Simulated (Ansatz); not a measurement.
# InWSe3: the cost of one run

Method: DFT PBE, scalar-relativistic, plane waves, PAW, in Ansatz 0.2.0.

3 further runs of the same task are left out: 1 that didn't finish, 2 set aside as unsound or not needed.

## Step 1: The system as given

The structure is cubic, space group Pm-3m (No. 221). Conventional cell: a = 4.789 Å, b = 4.789 Å, c = 4.789 Å, α = 90.00°, β = 90.00°, γ = 90.00°. Around In (site symmetry m-3m) lie 12 Se at 3.39 Å. Around W (site symmetry m-3m) lie 6 Se at 2.39 Å. Around Se (site symmetry 4/mmm) lie 2 W at 2.39 Å and 4 In at 3.39 Å.

Coordinates:

```cif
data_structure
_symmetry_space_group_name_H-M 'P 1'
_symmetry_Int_Tables_number 1
_cell_length_a 4.7891
_cell_length_b 4.7891
_cell_length_c 4.7891
_cell_angle_alpha 90.000
_cell_angle_beta 90.000
_cell_angle_gamma 90.000
_cell_volume 109.84
loop_
_atom_site_label
_atom_site_type_symbol
_atom_site_fract_x
_atom_site_fract_y
_atom_site_fract_z
_atom_site_occupancy
In1 In 0.50000 0.50000 0.50000 1
W1 W 0.00000 0.00000 0.00000 1
Se1 Se 0.50000 0.00000 0.00000 1
Se2 Se 0.00000 0.50000 0.00000 1
Se3 Se 0.00000 0.00000 0.50000 1
```

A structure generator made this guess: species swapped into a database cell of Mn3SnH (Pm-3m, No. 221), with Se on the Mn sites, In on the Sn sites and W on the H sites. Lengths come from tabulated atomic sizes and are only a guess.

## Step 2: The guess as it stands, on a coarse mesh

Input file input.yaml:

```yaml
crystal:
  lattice:
    - [4.78912242, 0.0, 0.0]
    - [0.0, 4.78912242, 0.0]
    - [0.0, 0.0, 4.78912242]
  atoms:
    - { symbol: In, position: [0.5, 0.5, 0.5] }
    - { symbol: W, position: [0.0, 0.0, 0.0] }
    - { symbol: Se, position: [0.5, 0.0, 0.0] }
    - { symbol: Se, position: [0.0, 0.5, 0.0] }
    - { symbol: Se, position: [0.0, 0.0, 0.5] }
basis:
  ecutwfc: 420
kpoints:
  mp_grid: { grid: [4, 4, 4] }
hamiltonian:
  xc: pbe
scf:
  occupations: { method: gaussian, width: 0.1 }
  lower_state_search: "off"
output:
  forces: true
  stress: true
  eigenvalues: true
```

Command:

```console
$ ansatz run input.yaml --threads 1 --pin off --max-ram 2560MiB --backend cpu --events-out ev --progress --plain --runs-dir out
```

Q: Estimate wall time and peak memory on 1 thread of Arm Neoverse V2, shared host.

About 4.5 s, with a peak of 0.39 GiB.
